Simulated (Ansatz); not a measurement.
The system is CS2.

```
CELL_PARAMETERS angstrom
3.64579 -2.99431 0.00000
3.64579 2.99431 0.00000
0.00000 0.00000 9.85126
ATOMIC_POSITIONS crystal
S 0.18152 0.81848 0.88687
S 0.31848 0.68152 0.38687
S 0.68152 0.31848 0.61313
S 0.81848 0.18152 0.11313
C 0.50000 0.50000 0.50000
C 0.00000 0.00000 0.00000
```

The cell comes from a database or a generator and needn't be the stable form of this composition.

```yaml
Program: Ansatz 0.2.0
Task: relaxation of cell and atoms
Functional: PBEsol
Potentials_or_basis: Ansatz PAW
Cutoff: "420 eV (not typed: the program's choice for these potentials)"
k_mesh: 6 × 6 × 3
Occupations: fermi-dirac, width 0.05 eV
Spin: no spin polarisation
```

At the start: volume 35.85 Å³/atom.

Problem. Where does the relaxation end?

Solution. It ends after 15 steps and the volume is 27.53 Å³/atom (-23.2 %); space group Cmce (No. 64, to 0.05 Å).

The path:
| step | energy change (eV) | largest force (eV/Å) | volume (Å³) |
| --- | --- | --- | --- |
| 1 | 0.0000 | 0.0852 | 215.09 |
| 2 | -0.0066 | 0.0463 | 210.72 |
| 3 | -0.0420 | 0.0842 | 182.88 |
| 4 | -0.0536 | 0.2465 | 160.06 |
| 5 | -0.0583 | 0.0469 | 164.16 |
| 6 | -0.0565 | 0.0361 | 169.86 |
| 7 | -0.0582 | 0.0074 | 167.58 |
| 8 | -0.0587 | 0.0140 | 166.66 |
| 9 | -0.0592 | 0.0019 | 166.43 |
| 10 | -0.0595 | 0.0220 | 166.12 |
| 11 | -0.0601 | 0.0055 | 166.28 |
| 12 | -0.0601 | 0.0098 | 166.53 |
| 13 | -0.0540 | 0.0103 | 166.53 |
| 14 | -0.0551 | 0.0111 | 165.16 |
| 15 | -0.0545 | 0.0112 | 165.16 |

Final structure:
```xyz
6
Lattice="3.0923 -2.8214 0.0000 3.0923 2.8214 0.0000 0.0000 0.0000 9.4650" Properties=species:S:1:pos:R:3 pbc="T T T"
S     3.0923    1.8296    8.2625
S     3.0923    0.9918    3.5300
S     3.0923   -0.9918    5.9350
S     3.0923   -1.8296    1.2025
C     3.0923    0.0000    4.7325
C     0.0000    0.0000    0.0000
```

Caveat: the volume moved by over 15 % at a fixed basis, so the end points are rough; the plane-wave basis is chosen anew once the cell has moved, so the energies of steps on either side of that aren't comparable; the PAW data sets come from PBE, with cores solved anew for the run's functional, which leaves a small shift of forces and pressure.
